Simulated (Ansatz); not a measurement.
# CsEu: the cost of one run

Method: DFT, LDA, all-electron LAPW, scalar-relativistic, in Ansatz 0.2.0.

1 further run of the same task is left out (it didn't finish).

### 1 The starting structure

It takes space group P-6m2 (No. 187, hexagonal). The conventional cell has a = 4.464 Å, b = 4.464 Å, c = 8.009 Å, α = 90.00°, β = 90.00°, γ = 120.00°. Cs (site symmetry -6m2) has 6 Cs at 4.46 Å as nearest neighbours. Around Eu (site symmetry -6m2) lie 6 Eu at 4.46 Å.

Structure file:

```cif
data_structure
_symmetry_space_group_name_H-M 'P 1'
_symmetry_Int_Tables_number 1
_cell_length_a 4.4644
_cell_length_b 4.4644
_cell_length_c 8.0086
_cell_angle_alpha 90.000
_cell_angle_beta 90.000
_cell_angle_gamma 120.000
_cell_volume 138.24
loop_
_atom_site_label
_atom_site_type_symbol
_atom_site_fract_x
_atom_site_fract_y
_atom_site_fract_z
_atom_site_occupancy
Cs1 Cs 0.00000 0.00000 0.50000 1
Eu1 Eu 0.66667 0.33333 0.00000 1
```

Atoms are numbered in the order of the input: Cs1, Eu2.

### 2 Spiral at q = 0, LAPW

input.yaml

```yaml
crystal:
  lattice:
    - [4.4644198847, 0.0, 0.0]
    - [-2.2322099423, 3.8663010333, 0.0]
    - [0.0, 0.0, 8.008631]
  atoms:
    - { symbol: Cs, position: [0.0, 0.0, 0.5] }
    - { symbol: Eu, position: [0.6666666667, 0.3333333333, 0.0], spin: 7.2, spin_axis: [1.0, 0.0, 0.0] }
magnetization:
  noncollinear: true
  spin_spiral: { q: [0.0, 0.0, 0.0] }
kpoints:
  mp_grid: { grid: [9, 9, 5] }
scf:
  occupations: { method: fermi_dirac, width: 0.05 }
hamiltonian:
  xc: lda
  pseudopotentials: { kind: all_electron, lapw: { basis_error: 0.001 } }
output:
  eigenvalues: false
```

Launch:

```
> ansatz run input.yaml --threads 2 --pin off --max-ram 4096MiB --backend cpu --events-out ev --progress --plain --runs-dir out
```

Q: Estimate wall time and peak memory on 2 threads of Intel Xeon 6975P-C (Granite Rapids), shared host.

About 48 s, with a peak of 0.64 GiB.
